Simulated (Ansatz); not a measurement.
## C₂H₇NOSi, SMILES CO[SiH]1CN1: a rigid torsion scan, step by step

Computed with Ansatz's Python interface.

Interactive session:
```pycon
>>> from dataclasses import dataclass
>>> import ansatz as az
>>> from ase import Atoms
>>> @dataclass(frozen=True)
... class RunConfig:
...     basis_set: str = "6-31G*"
...     functional: str = "CAM-B3LYP"
...     fmax: float = 0.02
...
>>> settings = RunConfig()
>>> atoms = Atoms(["C", "O", "Si", "C", "N", "H", "H", "H", "H", "H", "H", "H"], positions=[
...     (-1.7978, 0.8543, -0.3118),
...     (-0.7502, 0.6492, 0.5374),
...     (0.0673, -0.7525, 0.3364),
...     (1.9857, -0.749, 0.6622),
...     (1.4226, -0.2756, -0.6155),
...     (-2.2786, 1.8837, -0.0548),
...     (-2.5987, 0.14, -0.1989),
...     (-1.4897, 0.9706, -1.3779),
...     (-0.5689, -1.7702, -0.4221),
...     (2.3924, -1.7269, 0.688),
...     (2.2717, -0.0369, 1.3997),
...     (1.4211, 0.7581, -0.6087),
... ])
>>> # start the scan from a relaxed geometry
>>> first = (
...     az.Crystal.molecule_from_ase(atoms).calculation()
...     .basis(gaussian=settings.basis_set)
...     .functional(settings.functional)
...     .relax(force_tolerance=settings.fmax, max_steps=80)  # relax until the tolerances are met
... )
>>> atoms.positions = first.run().report["positions_ang"]
>>> start = atoms.get_dihedral(2, 1, 0, 5)
>>> energies = {}
>>> for turn in range(0, 121, 15):
...     turned = atoms.copy()
...     turned.set_dihedral(2, 1, 0, 5, start + turn, indices=[0, 5, 6, 7])
...     model = (
...         az.Crystal.molecule_from_ase(turned).calculation()
...         .basis(gaussian=settings.basis_set)
...         .functional(settings.functional)
...     )
...     energies[round((start + turn) % 360)] = model.run().report["free_energy_ev"]
...
>>> floor = min(energies.values())
>>> print("dihedral Si2-O1-C0-H5 (deg)   E - E(min) (kJ/mol)")
dihedral Si2-O1-C0-H5 (deg)   E - E(min) (kJ/mol)
>>> for angle, e in sorted(energies.items()):
...     print(f"{angle:8d} {96.485332 * (e - floor):14.3f}  " + "#" * int(30 * (e - floor) / max(max(energies.values()) - floor, 1e-9)))
...
     156          0.000
     171          0.521  ####
     186          1.690  ##############
     201          2.920  ########################
     216          3.592  ##############################
     231          3.384  ############################
     246          2.561  #####################
     261          1.835  ###############
     276          1.835  ###############
```

Caveats:
- The settings weren't tested for convergence.
- The scan is rigid and the energies are electronic, in a modest basis. With rigid groups the curve can differ much from the relaxed path, the start wasn't checked as a minimum of this torsion, and equivalent turns needn't return to the same energy.
- Finished in 2.6 min on 1 thread of Arm Neoverse V1, on a shared host, peak memory 0.31 GiB.

(A comment or docstring line of the script was reworded after the run, the code is as it ran.)
